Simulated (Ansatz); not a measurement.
# SbNH4: functionals against CCSD(T) at one geometry

A test off equilibrium: a structure displaced at random from a GFN2-xTB minimum is computed at several levels, and each is set against CCSD(T).

Computed with Ansatz 0.2.0, Gaussian basis. Level: single points in def2-TZVPP.

Correlated methods freeze the cores. Filled d shells of the heavier atoms are correlated. Core potentials replace the inner electrons past krypton, and spin-orbit coupling is left out.

### 1 The starting structure

6 atoms, charge 0, spin multiplicity 1.

Atoms are counted from 1 here; the program's logs count them from 0.

Bond lengths: N1–Sb2 2.157 Å, N1–H3 0.889 Å, N1–H4 1.234 Å, Sb2–H5 1.860 Å, Sb2–H6 1.968 Å. Angles: Sb2–N1–H3 98.9°, Sb2–N1–H4 90.6°, H3–N1–H4 101.1°, N1–Sb2–H5 76.0°, N1–Sb2–H6 89.3°, H5–Sb2–H6 97.6°.

Coordinates:

```mol
H4NSb
  3D, bonds by distance, orders not assigned

  6  5  0  0  0  0  0  0  0  0999 V2000
   -0.4275   -0.9361   -0.0742 N   0  0
    0.7580    0.8591    0.0771 Sb  0  0
    0.0424   -1.3587   -0.6995 H   0  0
    0.0907   -1.3808    0.9531 H   0  0
   -0.2461    1.1107   -1.4684 H   0  0
   -0.5490    1.5857    1.3561 H   0  0
  1  2  8  0
  1  3  8  0
  1  4  8  0
  2  5  8  0
  2  6  8  0
M  END
```

### 2 CCSD(T)/def2-TZVPP

run/in.yaml

```yaml
crystal:
  periodic: [false, false, false]
  atoms:
    - {symbol: N, position_ang: [-0.427500, -0.936100, -0.074200]}
    - {symbol: Sb, position_ang: [0.758000, 0.859100, 0.077100]}
    - {symbol: H, position_ang: [0.042400, -1.358700, -0.699500]}
    - {symbol: H, position_ang: [0.090700, -1.380800, 0.953100]}
    - {symbol: H, position_ang: [-0.246100, 1.110700, -1.468400]}
    - {symbol: H, position_ang: [-0.549000, 1.585700, 1.356100]}
basis:
  gaussian: {orbitals: def2-TZVPP}
correlation: {method: ccsd_t}
output: {forces: true}
```

The command line of these runs was not kept.

### 3 PBE0-D4/def2-TZVPP

run/in.yaml, as its differences from that of step 2:

```diff
@@ -11,3 +11,3 @@
   gaussian: {orbitals: def2-TZVPP}
-correlation: {method: ccsd_t}
-output: {forces: true}
+hamiltonian: {xc: pbe0, dispersion: d4}
+output: {forces: true, orbitals: {seedname: orbitals}}
```

### 4 wB97M-V/def2-TZVPP

run/in.yaml, as its differences from that of step 3:

```diff
@@ -11,3 +11,3 @@
   gaussian: {orbitals: def2-TZVPP}
-hamiltonian: {xc: pbe0, dispersion: d4}
-output: {forces: true, orbitals: {seedname: orbitals}}
+hamiltonian: {xc: {name: wB97M-V}}
+output: {forces: true}
```

### 5 r2SCAN-D4/def2-TZVPP

run/in.yaml, as its differences from that of step 4:

```diff
@@ -11,3 +11,3 @@
   gaussian: {orbitals: def2-TZVPP}
-hamiltonian: {xc: {name: wB97M-V}}
+hamiltonian: {xc: r2scan, dispersion: d4}
 output: {forces: true}
```

### 6 PBE-D4/def2-TZVPP

run/in.yaml, as its differences from that of step 5:

```diff
@@ -11,3 +11,3 @@
   gaussian: {orbitals: def2-TZVPP}
-hamiltonian: {xc: r2scan, dispersion: d4}
+hamiltonian: {xc: pbe, dispersion: d4}
 output: {forces: true}
```

### 7 B97M-V/def2-TZVPP

run/in.yaml, as its differences from that of step 6:

```diff
@@ -11,3 +11,3 @@
   gaussian: {orbitals: def2-TZVPP}
-hamiltonian: {xc: pbe, dispersion: d4}
+hamiltonian: {xc: {name: B97M-V}}
 output: {forces: true}
```

### 8 BLYP-D4/def2-TZVPP

run/in.yaml, as its differences from that of step 7:

```diff
@@ -11,3 +11,3 @@
   gaussian: {orbitals: def2-TZVPP}
-hamiltonian: {xc: {name: B97M-V}}
+hamiltonian: {xc: {name: BLYP}, dispersion: d4}
 output: {forces: true}
```

(Steps that only read results are left out.)

What does the calculation give? Wanted: energy less free atoms, CCSD(T)/def2-TZVPP; RMS force component; RMS force error; HOMO and LUMO, PBE0-D4; T1 diagnostic.

**Answer**, as computed:

| quantity | value |
| --- | --- |
| energy less free atoms, CCSD(T)/def2-TZVPP | -13.581 eV |
| RMS force component | 3.576 to 3.707 eV/Å over the methods |
| RMS force error | PBE0-D4 0.096, wB97M-V 0.145, r2SCAN-D4 0.059, PBE-D4 0.231, B97M-V 0.135, BLYP-D4 0.309 eV/Å |
| HOMO and LUMO, PBE0-D4 | -7.09 and -1.68 eV |
| T1 diagnostic | 0.017 |

What this shows: Against CCSD(T) the functionals' energies less atoms differ by -1.243 to -0.334 eV, PBE-D4 by -1.072 eV. CCSD(T) in triple zeta still lacks some correlation energy of the bonds, so part of these gaps is its own basis error and they don't rank the functionals. On forces the order runs from r2SCAN-D4 to BLYP-D4. Frozen-core CCSD(T) forces in triple zeta carry basis errors of their own, and this is one geometry, so small gaps rank nothing.
